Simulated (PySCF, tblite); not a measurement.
**C3H3AlF3N: geometry, infrared bands and NMR shifts**

Wanted: the infrared bands and NMR shifts of C3H3AlF3N (`FC(F)[CH]1C#[N+][AlH-]1[F]`), by calculation.

The runs use tblite 0.8.0 and PySCF 2.14.0, with density-fitted response routines of our own; the level of theory stands in each step. All values are computed, except where a source is named. Atoms are numbered from 0 throughout.

### 1 The molecule as given

11 atoms, charge 0, multiplicity 1; geometry from: force field or distance geometry start.

Bonds of the start (Å): F0–C1 1.38, C1–F2 1.40, C1–C3 1.52, C3–C4 1.44, C4–N5 1.16, N5–Al6 1.90, Al6–F7 1.80, Al6–C3 1.98, C1–H8 1.10, C3–H9 1.12, Al6–H10 1.60.

### 2 Geometry optimisation with GFN2-xTB

What the job is given:

```
{"job": {"kind": "relax", "xc": "GFN2-xTB", "basis": "xTB"}, "charge": 0, "multiplicity": 1}
F     -1.789600     1.597300     2.650600
C     -0.750700     1.466200     1.756900
F      0.439000     1.800500     2.412300
C     -0.669100     0.016100     1.297400
C      0.096700    -0.151300     0.089800
N      0.100600    -0.393000    -1.049700
Al    -1.658800    -0.484100    -0.348000
F     -2.684400     0.858300    -0.964600
H     -0.899300     2.156400     0.916500
H     -0.415200    -0.756400     2.073700
H     -2.278300    -1.963900    -0.372900
```

Command:

```
$ OMP_NUM_THREADS=1 python probes_run.py task.json out
```

This one command runs all jobs of the session in turn.

**Question.** This job is followed by: GFN2-xTB harmonic vibrations, gas phase; GIAO PBE0/pcSseg-1 NMR shielding, non-relativistic, gas phase. What will the session give for the following? strongest single infrared mode (GFN2-xTB); zero-point energy (GFN2-xTB); 13C shifts against TMS (PBE0/pcSseg-1); 1H shifts against TMS (PBE0/pcSseg-1); 19F shifts against CFCl3 (PBE0/pcSseg-1); 15N shifts against NH3 (PBE0/pcSseg-1); 27Al shifts against AlH4- (PBE0/pcSseg-1).

**Answer**, as computed:

| quantity | value |
| --- | --- |
| strongest single infrared mode (GFN2-xTB) | 2237 cm⁻¹, 1320 km/mol |
| zero-point energy (GFN2-xTB) | 34.5 kcal/mol |
| 13C shifts against TMS (PBE0/pcSseg-1) | 183.0, 123.6, 37.3 ppm |
| 1H shifts against TMS (PBE0/pcSseg-1) | 6.84, 4.01, 3.86 ppm |
| 19F shifts against CFCl3 (PBE0/pcSseg-1) | -110.5, -111.2, -165.8 ppm |
| 15N shifts against NH3 (PBE0/pcSseg-1) | 222.3 ppm |
| 27Al shifts against AlH4- (PBE0/pcSseg-1) | 38.9 ppm |

In words: Relaxing lowered the energy by 2.208 eV in 145 steps; the close pair that moved most is C3–Al6, from 1.984 to 4.290 Å. No mode is imaginary among the 27: a minimum at this level. The strongest single mode, at 2237 cm⁻¹, moves mainly C4. Unscaled tight-binding wavenumbers are off by several per cent, some by more. Its intensities can rank the bands wrongly. The structure rearranged or came apart on optimisation; the results belong to the end geometry, not to the formula as drawn. Shifts at one fixed geometry are not the observed spectrum, which averages over the motion.
